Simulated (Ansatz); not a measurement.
# ZrS (quintet): from Hartree-Fock to the top rungs, def2-SVP

An exercise on one series of results from a longer session: the logs are not shown, and one member is left open.

The runs use Ansatz 0.2.0, Gaussian basis; def2-SVP, core rule «outside noble gas», up to 9 orbitals frozen.

The runs, in order: UHF; CCSD(T) on ROHF; CCSD(T) on UHF; CISD as a restricted active space (open shells left free, so some higher excitations enter); CCSDT(Q) on ROHF; CCSDT(Q) on UHF.

23 further runs of the same task are left out: 10 for a known fault of the program, 4 that didn't finish, 9 set aside as unsound or not needed. Runs told in other sessions of the task aren't counted.

### The system

The geometry is a PBE0/def2-TZVP stationary point (not a proven minimum) of the parent state, kept for this charge and spin. No spin-orbit coupling is included. Elements past krypton take def2 core potentials.

2 atoms, charge 0, spin multiplicity 5.

Atoms are counted from 1 here; the program's logs count them from 0.

Bond lengths: Zr1–S2 2.183 Å.

Set-up of the first run:

in.yaml

```yaml
crystal:
  periodic: [false, false, false]
  atoms:
    - {symbol: Zr, position_ang: [0.000000, 0.000000, 0.000000]}
    - {symbol: S, position_ang: [0.000000, 0.000000, 2.182917]}
basis:
  gaussian: {orbitals: def2-SVP}
magnetization: {spin_polarized: true, initial_magnetization: 4}
hamiltonian: {xc: hf}
output: {orbitals: {seedname: orbitals}}
```

The run is started by

```console
$ ansatz run in.yaml --threads 1 --pin off --events-out ev --progress --plain --max-ram 2393MiB
```

Among the steps run: UHF; CCSD(T) on ROHF; CCSD(T) on UHF; CISD as a restricted active space (open shells left free, so some higher excitations enter); CCSDT(Q) on ROHF; CCSDT(Q) on UHF.

One table of the session follows, with a row left open; its other results are not shown here.

| method | from RCCSDT(Q) (kJ/mol) |
| --- | --- |
| RMP2 | +82.3 |
| UMP2 | +77.2 |
| RCCSD | +21.4 |
| UCCSD | +15.0 |
| RCCSD(T) | +4.9 |
| UCCSD(T) | -1.0 |
| RCCSDT | +1.0 |
| UCCSDT | -4.7 |
| RCCSDT(Q) | 0 |
| UCCSDT(Q) | ? |

Estimate the missing values for UCCSDT(Q).

The run gave: from RCCSDT(Q) (kJ/mol): -5.9. In the column «from RCCSDT(Q) (kJ/mol)» it is the lowest.

Not comparable, so not listed: CISD as a restricted active space (open shells left free, so some higher excitations enter) (they don't share determinant, frozen orbitals or solution with the rows shown, or repeat one).

Left out of the table: ROHF, UHF (another determinant or state than the rows shown).

To keep in mind: Warnings: coupled cluster took another determinant than the lowest. Restricted and unrestricted rows rest on different reference determinants; a gap between their highest levels can come from leftover correlation error, from unlike frozen cores or from another state.
